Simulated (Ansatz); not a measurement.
A nudged elastic band was laid between two geometries of a periodic cell of 33 atoms, Al (host Al, host structure fcc, interstitial Al).

Computed with Ansatz, DFT PBE-D3(BJ), scalar-relativistic, plane waves, PAW. Settings: cutoff 420 eV, k mesh 3x3x3, gaussian smearing 0.05 eV, no spin polarisation.

```yaml
movable_images: 2
climbing_image: no
spring: 5.0 eV/Å²
optimiser: quadratic models (default)
start_path: default
force_threshold: 0.05 eV/Å
iteration_limit: 50
end_points: relaxed
```

Initial state:

```xyz
33
Lattice="8.1000 0.0000 0.0000 0.0000 8.1000 0.0000 0.0000 0.0000 8.1000" Properties=species:S:1:pos:R:3
Al 4.061 0.001 -0.041
Al 6.102 2.059 0.033
Al 5.964 0.002 2.025
Al -0.005 0.002 -0.118
Al 2.011 2.036 0.010
Al 4.032 4.051 -0.120
Al 6.103 6.042 0.034
Al 2.149 0.002 2.025
Al 4.032 1.906 2.025
Al 5.546 4.050 2.024
Al 4.061 0.001 4.090
Al 6.104 2.061 4.016
Al 6.039 0.001 6.074
Al 0.021 4.050 -0.458
Al 2.010 6.066 0.011
Al 0.021 1.567 2.024
Al 2.425 4.050 2.024
Al 4.032 6.196 2.025
Al -0.005 0.002 4.167
Al 2.009 2.037 4.040
Al 4.032 4.051 4.169
Al 6.105 6.041 4.015
Al 2.069 0.001 6.074
Al 4.061 1.985 6.074
Al 5.964 4.051 6.076
Al 0.021 6.541 2.024
Al 0.021 4.050 4.516
Al 2.008 6.065 4.039
Al -0.005 1.908 6.076
Al 2.149 4.051 6.076
Al 4.061 6.116 6.074
Al -0.005 6.194 6.076
Al -0.088 4.055 2.030
```

Final state:

```xyz
33
Lattice="8.1000 0.0000 0.0000 0.0000 8.1000 0.0000 0.0000 0.0000 8.1000" Properties=species:S:1:pos:R:3
Al 4.062 -0.042 -0.005
Al 5.964 2.028 0.008
Al 6.091 0.023 2.047
Al -0.004 -0.123 0.008
Al 2.150 2.028 0.008
Al 4.062 4.087 -0.005
Al 6.040 6.067 -0.005
Al 2.023 0.001 2.026
Al 4.034 2.028 1.902
Al 6.106 4.017 2.063
Al 4.034 -0.124 4.052
Al 5.550 2.011 4.040
Al 6.102 0.034 6.046
Al -0.004 4.163 0.008
Al 2.069 6.067 -0.005
Al 0.021 2.011 1.591
Al 2.008 4.040 2.040
Al 4.062 6.067 1.983
Al 0.021 -0.422 4.040
Al 2.429 2.011 4.040
Al 4.034 4.165 4.052
Al 5.964 6.086 4.052
Al 2.013 0.012 6.068
Al 4.034 2.028 6.192
Al 6.117 4.007 6.031
Al -0.004 6.086 1.903
Al 0.021 4.555 4.040
Al 2.150 6.086 4.052
Al 0.021 2.011 6.566
Al 1.997 4.029 6.053
Al 4.062 6.067 6.113
Al -0.004 6.086 6.191
Al -0.083 2.082 4.089
```

(1) What changes between the two ends?

(2) Give the energies along the band, and the barrier.

(3) What is the geometry of the highest image?

Results:

(1) Contacts lost: Al10–Al33, Al14–Al33, Al16–Al19, Al17–Al33, Al19–Al29, Al26–Al33, Al27–Al29. Contacts made: Al12–Al33, Al14–Al16, Al14–Al26, Al19–Al33, Al20–Al33, Al26–Al27, Al29–Al33. The atom that moves furthest is Al33, by 2.85 Å; four of its nearest neighbours are Al10 2.47, Al27 2.49, Al26 2.49, Al16 2.49 Å at the first end and Al12 2.47, Al27 2.48, Al29 2.48, Al16 2.50 Å at the last.

(2) It converged. The highest image is number 2 of 0 to 3, 0.61 eV above the ends, which have the same energy within 2 meV. No image climbed, so the highest image needn't sit at the top of the path. Limits of this set-up: coarse k mesh, a small cell, in which the defect meets its images.

| image | path coordinate (Å) | energy (eV) | Al10–Al33 (Å) | Al14–Al33 (Å) | Al16–Al19 (Å) |
| --- | --- | --- | --- | --- | --- |
| 0 | 0.00 | 0.00 | 2.47 | 2.49 | 2.65 |
| 1 | 1.36 | 0.60 | 2.46 | 2.77 | 2.71 |
| 2 | 2.72 | 0.61 | 2.74 | 3.65 | 3.16 |
| 3 | 4.08 | 0.00 | 3.39 | 4.53 | 3.45 |

(3) 
```xyz
33
Lattice="8.1000 0.0000 0.0000 0.0000 8.1000 0.0000 0.0000 0.0000 8.1000" Properties=species:S:1:pos:R:3
Al 4.059 -0.040 -0.006
Al 5.995 2.020 -0.061
Al 6.048 -0.025 2.015
Al -0.016 -0.180 -0.122
Al 2.143 2.021 -0.094
Al 4.053 4.041 0.021
Al 6.040 6.027 0.049
Al 2.078 -0.055 2.005
Al 4.031 1.996 1.979
Al 6.010 4.025 2.048
Al 4.045 -0.039 4.042
Al 5.761 1.956 4.114
Al 6.044 0.004 6.071
Al -0.005 4.043 0.014
Al 2.057 6.030 0.046
Al 0.071 1.677 1.358
Al 2.028 4.014 2.062
Al 4.054 6.050 2.032
Al 0.001 -0.011 4.031
Al 2.230 1.977 4.094
Al 4.032 4.092 4.080
Al 5.985 6.137 4.054
Al 2.050 0.002 6.074
Al 4.044 2.034 6.117
Al 6.054 4.059 6.095
Al -0.005 6.070 2.020
Al 0.075 4.759 4.390
Al 2.158 6.174 4.054
Al 0.002 2.046 6.086
Al 2.073 4.070 6.127
Al 4.060 6.080 6.118
Al -0.016 6.191 6.281
Al -0.106 2.701 3.404
```

Time of the run: 110 s on 4 threads of Intel(R) Xeon(R) Platinum 8488C (Sapphire Rapids), on a shared host, peak memory 2.4 GiB.
